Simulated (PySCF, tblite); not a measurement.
# C₁₀H₁₁N: geometry, infrared bands and NMR shifts

What infrared bands and NMR shifts should C₁₀H₁₁N (`C1=CCC(n2cccc2)=CC1`) show?

The runs use tblite 0.8.0 and PySCF 2.14.0, with density-fitted response routines of our own; the level of theory stands in each step. All values are computed, except where a source is named. Atoms count from 0, in the outputs and in this text.

### 1 Starting geometry

22 atoms, charge 0, multiplicity 1; geometry from: force field or distance geometry start.

Bonds of the start (Å): C0–C1 1.32, C1–C2 1.49, C2–C3 1.49, C3–N4 1.43, N4–C5 1.35, C5–C6 1.39, C6–C7 1.40, C7–C8 1.39, C3–C9 1.33, C9–C10 1.51, C10–C0 1.50, C8–N4 1.35, C0–H11 1.09, C1–H12 1.11, C2–H13 1.13, C2–H14 1.09, C5–H15 1.09, C6–H16 1.08, C7–H17 1.09, C8–H18 1.08, C9–H19 1.08, C10–H20 1.09, C10–H21 1.11.

### 2 Optimising the geometry with GFN2-xTB

Job settings and geometry (Å):

```
{"job": {"kind": "relax", "xc": "GFN2-xTB", "basis": "xTB"}, "charge": 0, "multiplicity": 1}
C     -2.857300     0.047300     0.470500
C     -2.089800    -0.873700     1.034100
C     -0.895500    -1.329800     0.259400
C     -0.206500    -0.092000    -0.217700
N      1.199300     0.097700    -0.045100
C      1.874100     1.190700    -0.459000
C      3.208300     1.004700    -0.130300
C      3.326300    -0.239200     0.497600
C      2.050400    -0.784400     0.524400
C     -0.959800     0.838000    -0.791200
C     -2.422300     0.495400    -0.895500
H     -3.754100     0.445800     0.954400
H     -2.333300    -1.261400     2.041700
H     -1.275200    -1.816000    -0.690300
H     -0.258600    -2.009800     0.823200
H      1.476200     2.084200    -0.945300
H      4.001500     1.716700    -0.323700
H      4.231700    -0.709800     0.879000
H      1.762200    -1.738700     0.941000
H     -0.548400     1.765000    -1.162200
H     -2.609300    -0.269400    -1.653900
H     -2.930500     1.458200    -1.112000
```

Run with:

```
$ OMP_NUM_THREADS=1 python probes_run.py task.json out
```

One launch serves the whole session: the jobs run in the order shown.

**Question.** This job is followed by: GFN2-xTB harmonic vibrations, gas phase; GIAO PBE0/pcSseg-1 NMR shielding, non-relativistic, gas phase. What will the session give for the following? strongest single infrared mode (GFN2-xTB); zero-point energy (GFN2-xTB); ¹³C shifts against TMS (PBE0/pcSseg-1, means over atoms taken as alike); ¹H shifts against TMS (PBE0/pcSseg-1, means over atoms taken as alike); ¹⁵N shifts against NH3 (PBE0/pcSseg-1).

**Answer**, as computed:

```
                                                               quantity                                                     value
                              strongest single infrared mode (GFN2-xTB)                                     1479 cm⁻¹, 227 km/mol
                                           zero-point energy (GFN2-xTB)                                            113.4 kcal/mol
¹³C shifts against TMS (PBE0/pcSseg-1, means over atoms taken as alike)  139.0, 131.9, 130.6, 119.7, 115.8, 112.2, 31.6, 31.2 ppm
 ¹H shifts against TMS (PBE0/pcSseg-1, means over atoms taken as alike)              6.90, 6.45, 6.12, 6.11, 5.89, 3.22, 3.15 ppm
                                 ¹⁵N shifts against NH3 (PBE0/pcSseg-1)                                                 208.2 ppm
```

What this shows: The optimisation took 85 steps and gained 0.467 eV; among the close pairs (by a distance rule), C2–H13 changed most, from 1.132 to 1.098 Å. No mode is imaginary among the 60: a minimum at this level. The strongest single mode, at 1479 cm⁻¹, has its largest shares on C5, C8 and N4 (the list is cut at 3 atoms). Unscaled tight-binding wavenumbers are off by several per cent, some by more. Its intensities can rank the bands wrongly. NICS(1)zz of -27 ppm above the planar ring from N4 marks a diatropic (aromatic) ring current.
